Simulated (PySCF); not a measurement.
**TPSSh/aug-cc-pVDZ run of C3H6BN (SMILES C#[N+][BH2-]C=C)**

What is the vertical ionisation energy of C3H6BN at TPSSh/aug-cc-pVDZ? Input form: a Python script.

Program for the calculation: PySCF 2.14.0.

### 1 Starting point

The species is C3H6BN (11 atoms), meant as a singlet with charge 0. As SMILES, `C#[N+][BH2-]C=C`. The coordinates come from a GFN2-xTB relaxation. This is one conformer, not always the lowest.

Bond lengths: C1–N2 1.149 Å, N2–B3 1.448 Å, B3–C4 1.615 Å, C4–C5 1.321 Å, C1–H6 1.052 Å, B3–H7 1.192 Å, B3–H8 1.192 Å, C4–H9 1.087 Å, C5–H10 1.078 Å, C5–H11 1.081 Å. Some angles: C1–N2–B3 176.3°, N2–B3–C4 107.0°, B3–C4–C5 124.2°, N2–C1–H6 178.8°, N2–B3–H7 105.7°, N2–B3–H8 105.7°, C4–B3–H7 112.7°, C4–B3–H8 112.7°, B3–C4–H9 118.2°, C5–C4–H9 117.6°.

### 2 The energy at TPSSh/aug-cc-pVDZ

input.xyz

```xyz
11

C     -1.257840     1.864650     1.402330
N     -0.710810     0.885090     1.155660
B     -0.006810    -0.316460     0.759530
C      0.277290    -0.194750    -0.825380
C      0.909520    -1.109830    -1.538340
H     -1.767970     2.751570     1.645310
H     -0.735090    -1.221240     1.027410
H      0.994510    -0.331840     1.405980
H     -0.073970     0.694170    -1.343370
H      1.283570    -2.016020    -1.089780
H      1.087600    -1.005340    -2.599350
```

run.py

```python
from pyscf import gto, dft

mol = gto.Mole()
mol.atom = 'input.xyz'
mol.verbose = 3
mol.charge = 0
mol.basis = 'aug-cc-pvdz'
mol.max_memory = 1860
mol.build()

myscf = dft.RKS(mol)
myscf.xc = 'tpssh'
myscf.grids.level = 3
myscf.conv_tol = 1e-10
myscf.kernel()
if not myscf.converged:
    myscf = myscf.newton().run(myscf.mo_coeff, myscf.mo_occ)

energy = myscf.e_tot
print('E = %.10f Eh' % energy)
```

The run is started by

```sh
OMP_NUM_THREADS=1 python run.py
```

What it wrote:

```text
converged SCF energy = -197.497052294972
E = -197.4970522950 Eh
```

Run time: 60 s. Hardware: 1 thread of Arm Neoverse V2, shared host; peak memory 1.4 GiB.

### 3 The doublet cation, same level

start.xyz

```xyz
11
C3H6BN
C     -1.257840     1.864650     1.402330
N     -0.710810     0.885090     1.155660
B     -0.006810    -0.316460     0.759530
C      0.277290    -0.194750    -0.825380
C      0.909520    -1.109830    -1.538340
H     -1.767970     2.751570     1.645310
H     -0.735090    -1.221240     1.027410
H      0.994510    -0.331840     1.405980
H     -0.073970     0.694170    -1.343370
H      1.283570    -2.016020    -1.089780
H      1.087600    -1.005340    -2.599350
```

run.py

```python
from pyscf import gto, dft

mol = gto.M(
    atom='start.xyz',
    max_memory=1860,
    charge=1,
    basis='aug-cc-pvdz',
    verbose=3,
    spin=1,
)

mf = dft.UKS(mol)
mf.xc = 'tpssh'
mf.grids.level = 3
mf.conv_tol = 1e-10
mf.kernel()
if not mf.converged:
    mf = mf.newton().run(mf.mo_coeff, mf.mo_occ)

e_final = mf.e_tot
print('E(%s) = %.9f' % ('TPSSH', e_final))
```

The run is started by

```sh
OMP_NUM_THREADS=1 python run.py
```

What it wrote:

```text
WARN: HOMO -0.311787557548166 >= LUMO -0.311787557548167

converged SCF energy = -197.185520304769  <S^2> = 0.75507107  2S+1 = 2.0050647
E(TPSSH) = -197.185520305
```

Wall time 2.3 min (1 thread of Arm Neoverse V2, shared host); peak memory 1.4 GiB.

### 4 Summary of results

Level: TPSSh/aug-cc-pVDZ.

| quantity | value |
| --- | --- |
| singlet C3H6BN: total energy | -197.49705 Eh |
| singlet C3H6BN: dipole moment | 5.55 D |
| singlet C3H6BN: HOMO energy | -5.90 eV |
| singlet C3H6BN: LUMO energy | -1.73 eV |
| singlet C3H6BN: HOMO–LUMO gap | 4.17 eV |
| doublet cation: total energy | -197.18552 Eh |
| doublet cation: HOMO energy (highest over α and β) | -13.10 eV |
| doublet cation: LUMO energy (lowest over α and β) | -11.03 eV |
| doublet cation: ⟨S²⟩ | 0.755 |
| vertical ionisation energy (to the doublet cation) | 8.477 eV |

**Reading.** Removing an electron at fixed nuclei costs 8.48 eV (195 kcal/mol). The negative HOMO energy of the first species, 5.90 eV, lies 2.58 eV below that difference. Mulliken charges (singlet C3H6BN) run from -1.09 on B3 to +0.83 on C4; in a basis this large or diffuse they mean little.
